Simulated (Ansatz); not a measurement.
# C2H5NSi: the cost of one run

Method: the settings change from run to run; program: Ansatz 0.2.0, Gaussian basis.

### Step 1. The relaxed structure

The structure was relaxed beforehand with PBE0-D4/def2-TZVP.

9 atoms, charge 0, spin multiplicity 1.

Atoms are counted from 1 here; the program's logs count them from 0.

Bond lengths: Si1–C2 1.869 Å, Si1–H5 1.489 Å, Si1–H6 1.486 Å, Si1–H7 1.487 Å, C2–C3 1.453 Å, C2–N4 1.561 Å, C2–H8 1.091 Å, C3–N4 1.241 Å, C3–H9 1.083 Å. Angles: C2–Si1–H5 109.8°, C2–Si1–H6 108.9°, C2–Si1–H7 110.8°, H5–Si1–H6 109.4°, H5–Si1–H7 108.3°, H6–Si1–H7 109.6°, Si1–C2–C3 123.5°, Si1–C2–N4 118.4°, Si1–C2–H8 117.3°, C3–C2–N4 48.5°, C3–C2–H8 116.6°, N4–C2–H8 113.5°, C2–C3–N4 70.3°, C2–C3–H9 150.3°, N4–C3–H9 139.4°, C2–N4–C3 61.2°.

### Step 2. wPBEh/pcseg-2

Options: multiplicity 3, finite nuclei, the search for lower states set to off.

File in.yaml:

```yaml
crystal:
  periodic: [false, false, false]
  atoms:
    - {symbol: Si, position_ang: [-0.493321, 0.904974, -0.752896]}
    - {symbol: C, position_ang: [0.326393, -0.645048, -0.106496]}
    - {symbol: C, position_ang: [0.442887, -0.960599, 1.307319]}
    - {symbol: N, position_ang: [1.516090, -0.495381, 0.892457]}
    - {symbol: H, position_ang: [-1.833969, 0.573222, -1.308825]}
    - {symbol: H, position_ang: [-0.647884, 1.871308, 0.365692]}
    - {symbol: H, position_ang: [0.319871, 1.521054, -1.834381]}
    - {symbol: H, position_ang: [0.447261, -1.474664, -0.804340]}
    - {symbol: H, position_ang: [0.011172, -1.341167, 2.224469]}
basis:
  gaussian: {orbitals: pcseg-2, nuclear_model: gaussian}
magnetization: {spin_polarized: true, initial_magnetization: 2}
hamiltonian: {xc: {name: wPBEh}}
scf: {lower_state_search: off}
```

Launch:

```bash
ansatz run in.yaml --threads 2 --pin off --events-out ev --progress --plain --max-ram 4352MiB
```

**Question.** How long does this run take on 2 threads of Arm Neoverse V2, shared host, and how much memory does it need?

About 6.5 s, with a peak of 0.47 GiB.
